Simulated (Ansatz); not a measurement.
# Hf (omega): the cost of one run

Computed with Ansatz 0.2.0 (DFT r2SCAN, scalar-relativistic, plane waves, PAW, unless a step's input says otherwise).

**1. The structure to begin with**

The structure is hexagonal, space group P6/mmm (No. 191). The conventional cell has a = 4.950 Å, b = 4.950 Å, c = 3.060 Å, α = 90.00°, β = 90.00°, γ = 120.00°. Hf (site symmetry 6/mmm) has 14 Hf at 3.06 to 3.24 Å as nearest neighbours. Around Hf (site symmetry -6m2) lie 11 Hf at 2.86 to 3.24 Å.

As a file:

```
Hf
1.0
     4.95000    0.00000    0.00000
    -2.47500    4.28683    0.00000
     0.00000    0.00000    3.06000
Hf
3
Direct
  0.00000 0.00000 0.00000
  0.33333 0.66667 0.50000
  0.66667 0.33333 0.50000
```

**2. Cell and atoms relaxed at 0 GPa**

Contents of input.yaml:

```yaml
crystal:
  lattice:
    - [4.95, 0.0, 0.0]
    - [-2.475, 4.2868257487, 0.0]
    - [0.0, 0.0, 3.06]
  atoms:
    - { symbol: Hf, position: [0.0, 0.0, 0.0] }
    - { symbol: Hf, position: [0.3333333333, 0.6666666667, 0.5] }
    - { symbol: Hf, position: [0.6666666667, 0.3333333333, 0.5] }
scf:
  occupations: { method: gaussian, width: 0.05 }
output:
  forces: true
  stress: true
  eigenvalues: true
  write_density: true
  write_potential: true
  elf: true
  volumetric_format: npy
hamiltonian:
  xc: r2scan
basis:
  ecutwfc: 460
kpoints:
  mp_grid: { grid: [10, 10, 16] }
relax:
  f_tol: 0.01
  max_steps: 60
  cell: { stress_tol: 0.03, p_target: 0 }
```

The run is started by

```
$ ansatz run input.yaml --threads 4 --pin off --max-ram 8192MiB --backend cpu --events-out ev --progress --plain --runs-dir out
```

**Question.** How long does this run take on 4 threads of Arm Neoverse V1, shared host, and how much memory does it need?

About 78 s, with a peak of 0.76 GiB.
